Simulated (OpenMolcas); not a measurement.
# Fe⁴⁺ among point charges: CASSCF and CASPT2 levels and susceptibility

Aim: the splitting of the states of Fe⁴⁺ in the field of 6 point charges, its lowest levels with spin-orbit coupling and its magnetic susceptibility.

Method: state-averaged CASSCF and CASPT2, spin-orbit coupling by RASSI with atomic mean-field integrals. Code: OpenMolcas 26.06.

**1. What is computed**

| Quantity | Value |
| --- | --- |
| Species | Fe⁴⁺ (iron, Z = 26, 22 electrons) |
| Basis | ANO-RCC-VTZP [6s5p3d2f1g], 59 functions |
| Scalar Hamiltonian | DKH2, point nucleus |
| Inactive shells | 1s 2s 2p 3s 3p |
| Active space | 4 electrons in 5 orbitals (3d) |
| Some configurations of this space | 3d⁴ |
| Orbitals | optimised for each spin and parity, averaged over all roots |

Outer shells as boxes (Hund's rule):

3d4
```
3d [↑ ][↑ ][↑ ][↑ ][  ]
```

The ion sits among 6 point charges of -2 e arranged as an octahedron (Oh), 1.69 Å from the ion.

The work runs as a chain of OpenMolcas steps in one folder; each step below is one input file. Labels, J, g values, rates, χT and fits are worked out afterwards by a script from the matrices that RASSI stores. The input lists half of the charges; inversion (Group=XYZ) makes the rest.

**2. GATEWAY and SEWARD: basis and integrals**

a.inp

```
&GATEWAY
Coord
1

Fe 0.0 0.0 0.0
Basis=ANO-RCC-VTZP
Group=XYZ
NoMove
AngMom=0.0 0.0 0.0
AMFI
XField
3 Angstrom 0
1.690000 0.000000 0.000000 -2.000000
0.000000 1.690000 0.000000 -2.000000
0.000000 0.000000 1.690000 -2.000000
&SEWARD
```

On the command line:

```bash
$ OMP_NUM_THREADS=1 MOLCAS_MEM=1689 MOLCAS_PROJECT=a pymolcas a.inp > a.log
```

**3. Reference wave functions, quintets of even parity, 5 roots**

a.inp

```
&RASSCF
FileOrb=start.orb
Symmetry=1
Spin=5
nActEl=4 0 0
Inactive=3 6
Ras2=5 0
CIRoot=5 5 1
SDav=5
CIMx=300
Iter=120 100
PrWF=0.3
OrbListing=Nothing
MaxOrb=0
>>> COPY $Project.JobIph JOB001
```

start.orb holds the contracted functions of the basis, ordered by shell, or the orbitals of the step before.

**4. CASSCF: triplets of even parity, 45 roots**

a.inp

```
&RASSCF
FileOrb=start.orb
Symmetry=1
Spin=3
nActEl=4 0 0
Inactive=3 6
Ras2=5 0
CIRoot=45 45 1
SDav=45
CIMx=300
Iter=120 100
PrWF=0.3
OrbListing=Nothing
MaxOrb=0
>>> COPY $Project.JobIph JOB002
```

**5. Reference wave functions, singlets of even parity, 50 roots**

a.inp

```
&RASSCF
FileOrb=start.orb
Symmetry=1
Spin=1
nActEl=4 0 0
Inactive=3 6
Ras2=5 0
CIRoot=50 50 1
SDav=50
CIMx=300
Iter=120 100
PrWF=0.3
OrbListing=Nothing
MaxOrb=0
>>> COPY $Project.JobIph JOB003
```

**6. RASSI: spin-orbit coupling between the states**

a.inp

```
&RASSI
NrOfJobIphs=3 5 45 50
1 2 3 4 5
1 2 3 4 5 6 7 8 9 10 11 12 13 14 15 16 17 18 19 20 21 22 23 24 25 26 27
28 29 30 31 32 33 34 35 36 37 38 39 40 41 42 43 44 45
1 2 3 4 5 6 7 8 9 10 11 12 13 14 15 16 17 18 19 20 21 22 23 24 25 26 27
28 29 30 31 32 33 34 35 36 37 38 39 40 41 42 43 44 45 46 47 48 49 50
IphNames
JOB001
JOB002
JOB003
EJob
SpinOrbit
DIPRint=1.0
SOCoupling=1000.0
Subsets=2
Property=9
'ANGMOM' 1 'ANGMOM' 2 'ANGMOM' 3 'MLTPL  1' 1 'MLTPL  1' 2 'MLTPL  1' 3
'AMFI' 1 'AMFI' 2 'AMFI' 3
SOProperty=3
'ANGMOM' 1 'ANGMOM' 2 'ANGMOM' 3
```

**7. CASPT2: IPEA 0.25, imaginary shift 0.1 (closed shells correlated: 3s 3p)**

a.inp

```
>>> COPY JOB001 $Project.JobIph
&CASPT2
Multistate=5 1 2 3 4 5
NoMult
Frozen=2 3
IPEA=0.25
Imaginary=0.1
MaxIter=60
WThr=0.0 0.3 0.05
PrWF=0.5
NoMix
>>> COPY JOB002 $Project.JobIph
&CASPT2
Multistate=45 1 2 3 4 5 6 7 8 9 10 11 12 13 14 15 16 17 18 19 20 21 22
23 24 25 26 27 28 29 30 31 32 33 34 35 36 37 38 39 40 41 42 43 44 45
NoMult
Frozen=2 3
IPEA=0.25
Imaginary=0.1
MaxIter=60
WThr=0.0 0.3 0.05
PrWF=0.5
NoMix
>>> COPY JOB003 $Project.JobIph
&CASPT2
Multistate=50 1 2 3 4 5 6 7 8 9 10 11 12 13 14 15 16 17 18 19 20 21 22
23 24 25 26 27 28 29 30 31 32 33 34 35 36 37 38 39 40 41 42 43 44 45 46
47 48 49 50
NoMult
Frozen=2 3
IPEA=0.25
Imaginary=0.1
MaxIter=60
WThr=0.0 0.3 0.05
PrWF=0.5
NoMix
```

(Steps that only read results are left out.)

**Question.** What will these runs give? Wanted: spin-free ground state; first state of the same spin within the active space; lowest level; next level.

**Answer**, as computed:

| quantity | value |
| --- | --- |
| method | SS-CASPT2, IPEA 0.25, imaginary shift 0.1 (closed shells correlated: 3s 3p) |
| spin-free ground state | 5E, 2-fold in its orbital part |
| first state of the same spin within the active space | 5T2 at 4790 cm⁻¹ |
| lowest level | 1-fold A1 |
| next level | 36.5 cm⁻¹ |
| χT at 300 K | 2.69 cm³ K/mol |
| effective moment at 300 K | 4.64 μB |

Cost by method:

```
                                              method  time of its own steps  time with the reference
                                           A. CASSCF                   24 s                     24 s
B. SS-CASPT2, IPEA 0.25, imaginary shift 0.1, +3s 3p                   11 s                     35 s
```

Times are of one thread on a shared host.

**Reading.** The spin-free ground state (5E) comes to 100 % from free-ion D terms and keeps the highest spin of the shell. χT at 300 K is 2.69, against 3.01 cm³ K/mol for the spin alone, so spin-orbit coupling lowers it. An active space of the d shell alone favours high spin; real ions in strong fields can be low spin. A ligand-field fit to the states below 45000 cm-1 gives 10Dq = 4843 cm-1, B = 1061 cm-1 and C = 4952 cm-1 (C/B = 4.67), with a deviation of 636 cm-1. CASPT2 does not keep the components of a term degenerate, and the means are used. An orbital doublet at a regular site is open to a Jahn-Teller distortion, which this geometry leaves out. The field of point charges can differ much from that of real complexes. With metal d orbitals alone active, the gaps between spin states are rough; where two lie within a few thousand cm-1, their order is open. Point charges carry no covalency, so the field is a model and not that of real ligands.
